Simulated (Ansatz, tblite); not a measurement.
# C18H26Ge3: one state, many levels

An exercise on one series of results from a longer session: the logs are not shown, and one member is left open.

Computed with Ansatz 0.2.0, Gaussian basis. Level: as each input shows.

Levels to be run: GFN1-xTB, GFN2-xTB, PBE-D4/def2-TZVP, r2SCAN-D4/def2-TZVP, HF/def2-TZVP, LDA/def2-TZVP, r2SCANh-D4/def2-TZVP, PBE-D4/def2-SVP, PBE0-D4/def2-SVP, HF/STO-3G, MP2/def2-SVP, RPA/def2-SVP.

## The relaxed structure

The singlet was relaxed beforehand with PBE-D4/def2-SVP.

SMILES `[CH3][Ge]1([CH3])[CH]=CC=[C]1[C]1=CC=[C]([C]2=CC=[CH][Ge]2([CH3])[CH3])[Ge]1([CH3])[CH3]`, 47 atoms, charge 0, spin multiplicity 1.

Bond lengths: C1–Ge2 1.969 Å, C1–H22 1.108 Å, C1–H23 1.108 Å, C1–H24 1.107 Å, Ge2–C3 1.969 Å, Ge2–C4 1.959 Å, Ge2–C7 1.987 Å, C3–H25 1.108 Å, C3–H26 1.107 Å, C3–H27 1.108 Å, C4–C5 1.367 Å, C4–H28 1.100 Å, C5–C6 1.464 Å, C5–H29 1.105 Å, C6–C7 1.383 Å, C6–H30 1.105 Å, C7–C8 1.427 Å, C8–C9 1.388 Å and more. Angles: Ge2–C1–H22 110.2°, Ge2–C1–H23 110.6°, Ge2–C1–H24 109.9°, H22–C1–H23 108.6°, H22–C1–H24 108.6°, H23–C1–H24 108.9°, C1–Ge2–C3 110.9°, C1–Ge2–C4 114.1°, C1–Ge2–C7 113.3°, C3–Ge2–C4 114.1°, C3–Ge2–C7 113.3°, C4–Ge2–C7 89.6°, Ge2–C3–H25 110.2°, Ge2–C3–H26 109.9°, Ge2–C3–H27 110.6°, H25–C3–H26 108.6°, H25–C3–H27 108.6°, H26–C3–H27 108.9° and more.

PBE0-D4/def2-TZVP was run before; its log isn't repeated, and its numbers join the tables.

The first run:

Tight binding, by tblite at 300 K electronic temperature and without a spin-polarisation term:

```python
tblite.interface.Calculator('GFN1-xTB', numbers, positions, charge=0, uhf=0).singlepoint()
```

Tight binding, by tblite at 300 K electronic temperature and without a spin-polarisation term:

```python
tblite.interface.Calculator('GFN2-xTB', numbers, positions, charge=0, uhf=0).singlepoint()
```

start.molden holds the orbitals of an earlier run on this state, given as this run's starting guess.

Input file in.yaml:

```yaml
crystal:
  periodic: [false, false, false]
  atoms:
    - {symbol: C, position_ang: [3.938689, 3.042082, 0.175764]}
    - {symbol: Ge, position_ang: [4.118165, 1.233398, -0.581236]}
    - {symbol: C, position_ang: [4.078095, 1.287697, -2.548944]}
    - {symbol: C, position_ang: [5.606086, 0.197993, 0.161069]}
    - {symbol: C, position_ang: [5.067090, -0.871313, 0.820850]}
    - {symbol: C, position_ang: [3.611250, -1.021299, 0.842653]}
    - {symbol: C, position_ang: [2.838893, -0.074627, 0.194628]}
    - {symbol: C, position_ang: [1.413953, -0.072901, 0.120451]}
    - {symbol: C, position_ang: [0.639032, 0.877845, -0.529836]}
    - {symbol: C, position_ang: [-0.800377, 0.742847, -0.517166]}
    - {symbol: C, position_ang: [-1.373578, -0.334299, 0.145027]}
    - {symbol: C, position_ang: [-2.771856, -0.600695, 0.244033]}
    - {symbol: C, position_ang: [-3.343477, -1.673383, 0.903766]}
    - {symbol: C, position_ang: [-4.801997, -1.796476, 0.907573]}
    - {symbol: C, position_ang: [-5.541660, -0.846907, 0.259140]}
    - {symbol: Ge, position_ang: [-4.285139, 0.445800, -0.507021]}
    - {symbol: C, position_ang: [-4.290083, 0.504121, -2.475048]}
    - {symbol: C, position_ang: [-4.431626, 2.257284, 0.250350]}
    - {symbol: Ge, position_ang: [0.136867, -1.376460, 0.892333]}
    - {symbol: C, position_ang: [0.158717, -1.424738, 2.859401]}
    - {symbol: C, position_ang: [0.299527, -3.181859, 0.126570]}
    - {symbol: H, position_ang: [2.978843, 3.495437, -0.141709]}
    - {symbol: H, position_ang: [4.767734, 3.692104, -0.167454]}
    - {symbol: H, position_ang: [3.957635, 2.991597, 1.281249]}
    - {symbol: H, position_ang: [3.119775, 1.719211, -2.899673]}
    - {symbol: H, position_ang: [4.174896, 0.263197, -2.956374]}
    - {symbol: H, position_ang: [4.909279, 1.908134, -2.938575]}
    - {symbol: H, position_ang: [6.691025, 0.370632, 0.105707]}
    - {symbol: H, position_ang: [5.687524, -1.625506, 1.337504]}
    - {symbol: H, position_ang: [3.160937, -1.880672, 1.371957]}
    - {symbol: H, position_ang: [1.097159, 1.734831, -1.056692]}
    - {symbol: H, position_ang: [-1.418985, 1.498884, -1.034485]}
    - {symbol: H, position_ang: [-2.732194, -2.433278, 1.423732]}
    - {symbol: H, position_ang: [-5.262435, -2.651940, 1.433748]}
    - {symbol: H, position_ang: [-6.640582, -0.878944, 0.222902]}
    - {symbol: H, position_ang: [-4.202800, -0.521148, -2.882721]}
    - {symbol: H, position_ang: [-3.434345, 1.105021, -2.841439]}
    - {symbol: H, position_ang: [-5.228329, 0.959625, -2.848991]}
    - {symbol: H, position_ang: [-4.421662, 2.205600, 1.355892]}
    - {symbol: H, position_ang: [-3.578373, 2.880679, -0.082748]}
    - {symbol: H, position_ang: [-5.372841, 2.741515, -0.077180]}
    - {symbol: H, position_ang: [-0.685867, -2.031744, 3.241162]}
    - {symbol: H, position_ang: [1.107476, -1.864568, 3.225332]}
    - {symbol: H, position_ang: [0.066499, -0.397001, 3.259982]}
    - {symbol: H, position_ang: [1.250706, -3.652863, 0.444277]}
    - {symbol: H, position_ang: [-0.542568, -3.820579, 0.458863]}
    - {symbol: H, position_ang: [0.284912, -3.122317, -0.978632]}
basis:
  gaussian: {orbitals: def2-TZVP, fitting: {mean_field: def2-universal-jkfit}, initial_orbitals: start.molden}
hamiltonian: {xc: pbe, dispersion: d4}
scf: {omitted_lower_state_checks: [starts]}
output: {forces: true, orbitals: {seedname: orbitals}}
```

Command:

```sh
$ ansatz run in.yaml --threads 2 --pin off --events-out ev --progress --plain --max-ram 32768MiB --backend cuda --devices 0, --max-vram 18GiB
```

Steps of the session up to this table: PBE-D4/def2-TZVP; r2SCAN-D4/def2-TZVP; HF/def2-TZVP; LDA/def2-TZVP; r2SCANh-D4/def2-TZVP; PBE-D4/def2-SVP; PBE0-D4/def2-SVP; HF/STO-3G; MP2/def2-SVP; RPA/def2-SVP.

One table of the session follows, with a row left open; its other results are not shown here.

It belongs to the step «Binding energy». 

```
               level  binding an atom (eV)
           HF/STO-3G                 4.121
         HF/def2-SVP                 3.314
        HF/def2-TZVP                 3.249
       LDA/def2-TZVP                 5.059
     PBE-D4/def2-SVP                     ?
    PBE-D4/def2-TZVP                 4.539
 r2SCAN-D4/def2-TZVP                 4.440
r2SCANh-D4/def2-TZVP                 4.415
    PBE0-D4/def2-SVP                 4.514
   PBE0-D4/def2-TZVP                 4.465
        MP2/def2-SVP                 4.308
```

**Question.** Estimate the row for PBE-D4/def2-SVP.

As computed: binding an atom (eV): 4.583. In the column «binding an atom (eV)» it lies between PBE-D4/def2-TZVP (4.539) and LDA/def2-TZVP (5.059).

To keep in mind: Free atoms were run apart at each level; binding is atoms less cluster, divided by the number of atoms, without zero-point or spin-orbit terms.
